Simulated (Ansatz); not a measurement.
# CH₅AlBClOSi, SMILES [BH2][Al]1[O]C[SiH]1Cl: a geometry optimisation

Computed with Ansatz's Python interface.

Notebook, run cell by cell (the value of a cell's last expression is shown):

```python
import itertools

import ansatz as az
from ase.data import atomic_numbers, covalent_radii
import numpy as np
```

```python
BASIS = 'def2-SVP'
XC = 'PBE'
```

```python
geometry_ang = [
    ('B', (-1.289, -2.5858, 0.2226)),
    ('Al', (-0.1813, -0.8378, 0.1519)),
    ('O', (1.2207, -0.0685, 1.0323)),
    ('C', (1.3932, 1.204, 0.4183)),
    ('Si', (-0.0444, 1.1948, -0.8734)),
    ('Cl', (-1.6248, 2.4839, -0.3189)),
    ('H', (-2.2323, -2.6498, -0.5153)),
    ('H', (-1.0415, -3.387, 0.9679)),
    ('H', (1.1594, 2.0129, 1.2134)),
    ('H', (2.3086, 1.3231, -0.0457)),
    ('H', (0.3967, 1.2531, -2.2325)),
]
ch5albclosi = az.Crystal.molecule()
for symbol, xyz in geometry_ang:
    ch5albclosi = ch5albclosi.atom(symbol, xyz)
```

```python
model = (
    ch5albclosi.calculation()
    .basis(gaussian=BASIS)
    .functional(XC)
)
symbols = [site.symbol for site in ch5albclosi.cartesian_sites]
start = np.array([site.position_ang for site in ch5albclosi.cartesian_sites], dtype=float)
def progress(event):
    if event['event'] == 'relax_step':
        row = event['data']
        print(f'step {row["step"]:3d}  E = {row["lagrangian_ev"]:.6f} eV  largest force component {row["allowed_force_max_ev_ang"]:.4f} eV/A')
```

```python
report = model.relax(force_tolerance=0.01, max_steps=100).session().plan().execute(on_event=progress).report
end = np.array(report['positions_ang'])
```

    step   1  E = -30809.229490 eV  largest force component 3.6636 eV/A
    step   2  E = -30809.825008 eV  largest force component 0.8896 eV/A
    step   3  E = -30809.966476 eV  largest force component 0.2796 eV/A
    step   4  E = -30809.993482 eV  largest force component 0.1612 eV/A
    step   5  E = -30810.010854 eV  largest force component 0.1278 eV/A
    step   6  E = -30810.027074 eV  largest force component 0.2000 eV/A
    step   7  E = -30810.022807 eV  largest force component 0.5433 eV/A
    step   8  E = -30810.034559 eV  largest force component 0.0525 eV/A
    step   9  E = -30810.039114 eV  largest force component 0.0460 eV/A
    step  10  E = -30810.041058 eV  largest force component 0.2620 eV/A
    step  11  E = -30810.028697 eV  largest force component 0.4300 eV/A
    step  12  E = -30810.047114 eV  largest force component 0.1061 eV/A
    step  13  E = -30810.053173 eV  largest force component 0.0443 eV/A
    step  14  E = -30810.059627 eV  largest force component 0.2412 eV/A
    step  15  E = -30810.063910 eV  largest force component 0.3300 eV/A
    step  16  E = -30810.079704 eV  largest force component 0.1218 eV/A
    step  17  E = -30810.087378 eV  largest force component 0.1061 eV/A
    step  18  E = -30810.080080 eV  largest force component 0.4388 eV/A
    step  19  E = -30810.092597 eV  largest force component 0.0844 eV/A
    step  20  E = -30810.096362 eV  largest force component 0.0206 eV/A
    step  21  E = -30810.095212 eV  largest force component 0.1960 eV/A
    step  22  E = -30810.097649 eV  largest force component 0.0156 eV/A
    step  23  E = -30810.097847 eV  largest force component 0.0782 eV/A
    step  24  E = -30810.097223 eV  largest force component 0.1369 eV/A
    step  25  E = -30810.098104 eV  largest force component 0.0465 eV/A
    step  26  E = -30810.098824 eV  largest force component 0.0184 eV/A
    step  27  E = -30810.098869 eV  largest force component 0.0147 eV/A
    step  28  E = -30810.098952 eV  largest force component 0.0085 eV/A

```python
print(f'E = {report["free_energy_ev"]:.6f} eV = {report["free_energy_ev"] / 27.211386246:.7f} Ha')
print('converged:', report['converged'], ' doubts:', report['published_state_doubts'] or 'none')

# pairs closer than 1.2 times the sum of covalent radii, before or after
radius = [covalent_radii[atomic_numbers[s]] for s in symbols]
span = lambda where, i, j: np.linalg.norm(where[i] - where[j])
bonded = [(i, j) for i, j in itertools.combinations(range(len(symbols)), 2) if min(span(start, i, j), span(end, i, j)) < 1.2 * (radius[i] + radius[j])]
print('pair        before    after (A)')
for i, j in bonded:
    print(f'{symbols[i]}{i}-{symbols[j]}{j}'.ljust(10), f'{span(start, i, j):8.4f} {span(end, i, j):8.4f}')

charges = report['charge_distribution']
print('dipole moment', round(4.803205 * float(np.linalg.norm(charges['dipole_moment_e_ang'])), 3), 'D')
print('Mulliken:', [(s, round(q, 3)) for s, q in zip(symbols, charges['mulliken_charges_e'])])
```

    E = -30810.098995 eV = -1132.2502542 Ha
    converged: True  doubts: none
    pair        before    after (A)
    B0-Al1       2.0706   2.1288
    B0-H6        1.1993   1.2188
    B0-H7        1.1219   1.2191
    Al1-O2       1.8255   1.7630
    Al1-Si4      2.2807   2.4569
    O2-C3        1.4234   1.4422
    C3-Si4       1.9327   1.9533
    C3-H8        1.1581   1.1137
    C3-H9        1.0332   1.1146
    Si4-Cl5      2.1135   2.1052
    Si4-H10      1.4301   1.5106
    dipole moment 1.618 D
    Mulliken: [('B', -0.225), ('Al', 0.634), ('O', -0.452), ('C', -0.011), ('Si', 0.138), ('Cl', -0.24), ('H', 0.041), ('H', 0.039), ('H', 0.057), ('H', 0.054), ('H', -0.035)]

Reading the output:
- Total energies depend on the basis set; only differences at equal settings carry meaning.
- The end point is the stationary point reached from this start; no frequency run checks that it is a minimum, and the basis set is modest.
- Hardware and time: 2.6 min on 1 thread of Arm Neoverse V2, on a shared host, peak memory 0.29 GiB.
